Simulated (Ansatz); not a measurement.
# H7NSi2Zn: small, medium and large basis sets

Aim: see how fast density functionals converge with the basis set for H7NSi2Zn.

Computed with Ansatz 0.2.0, Gaussian basis. Level: one geometry, several basis sets.

The runs, in order: PBE0-D4/def2-SVP; ωB97M-V/def2-SVP; PBE0-D4/def2-QZVPP; ωB97M-V/def2-QZVPP; the functionals' def2-TZVPP values are taken from earlier runs.

### Step 1. The geometry

The geometry comes from an earlier relaxation with PBE0-D4 in a triple-zeta def2 set; it is a stationary point, not always the lowest conformer.

SMILES `[SiH3][N]([SiH3])[ZnH]`, 11 atoms, charge 0, spin multiplicity 1.

Atoms are counted from 1 here; the program's logs count them from 0.

Bond lengths: Si1–N2 1.720 Å, Si1–H5 1.493 Å, Si1–H6 1.491 Å, Si1–H7 1.491 Å, N2–Si3 1.720 Å, N2–Zn4 1.841 Å, Si3–H8 1.493 Å, Si3–H9 1.491 Å, Si3–H10 1.491 Å, Zn4–H11 1.518 Å. Angles: N2–Si1–H5 108.4°, N2–Si1–H6 112.3°, N2–Si1–H7 112.4°, H5–Si1–H6 108.2°, H5–Si1–H7 108.0°, H6–Si1–H7 107.4°, Si1–N2–Si3 124.1°, Si1–N2–Zn4 117.9°, Si3–N2–Zn4 117.9°, N2–Si3–H8 108.4°, N2–Si3–H9 112.4°, N2–Si3–H10 112.3°, H8–Si3–H9 108.0°, H8–Si3–H10 108.2°, H9–Si3–H10 107.4°, N2–Zn4–H11 180.0°.

### Step 2. PBE0-D4 in def2-SVP

Input file in.yaml:

```yaml
crystal:
  periodic: [false, false, false]
  atoms:
    - {symbol: Si, position_ang: [-0.471753, 1.456867, -0.510997]}
    - {symbol: N, position_ang: [-0.052677, -0.173559, -0.158629]}
    - {symbol: Si, position_ang: [0.763463, -0.672260, 1.270804]}
    - {symbol: Zn, position_ang: [-0.506733, -1.466374, -1.388891]}
    - {symbol: H, position_ang: [-1.195519, 1.485733, -1.816320]}
    - {symbol: H, position_ang: [-1.362576, 2.047945, 0.527664]}
    - {symbol: H, position_ang: [0.723877, 2.339529, -0.627085]}
    - {symbol: H, position_ang: [0.919696, -2.156347, 1.230749]}
    - {symbol: H, position_ang: [2.121155, -0.068659, 1.390976]}
    - {symbol: H, position_ang: [0.007498, -0.317650, 2.505521]}
    - {symbol: H, position_ang: [-0.881131, -2.532125, -2.403090]}
basis:
  gaussian: {orbitals: def2-SVP}
hamiltonian: {xc: pbe0, dispersion: d4}
output: {orbitals: {seedname: orbitals}}
```

Launch:

```bash
> ansatz run in.yaml --threads 4 --pin off --events-out ev --progress --plain --max-ram 11315MiB
```

The runs that follow: ωB97M-V in def2-SVP; PBE0-D4 in def2-QZVPP; ωB97M-V in def2-QZVPP.

**Question.** What will the summary of the whole plan be? Wanted: PBE0-D4: double and triple zeta above quadruple; ωB97M-V: double and triple zeta above quadruple.

**Answer**, as computed:

| quantity | value |
| --- | --- |
| PBE0-D4: double and triple zeta above quadruple | 16.34, 1.85 eV |
| ωB97M-V: double and triple zeta above quadruple | 16.37, 1.76 eV |

**Reading.** For PBE0-D4 the step from double to triple zeta gains 14.49 eV and the next only 1.85 eV. These are total energies; as a rule much of such shifts cancels in differences, which this series doesn't test. The LUMO of ωB97M-V is positive and keeps falling with the basis (1.38 to 0.57 eV): an unbound level that the basis holds in place.
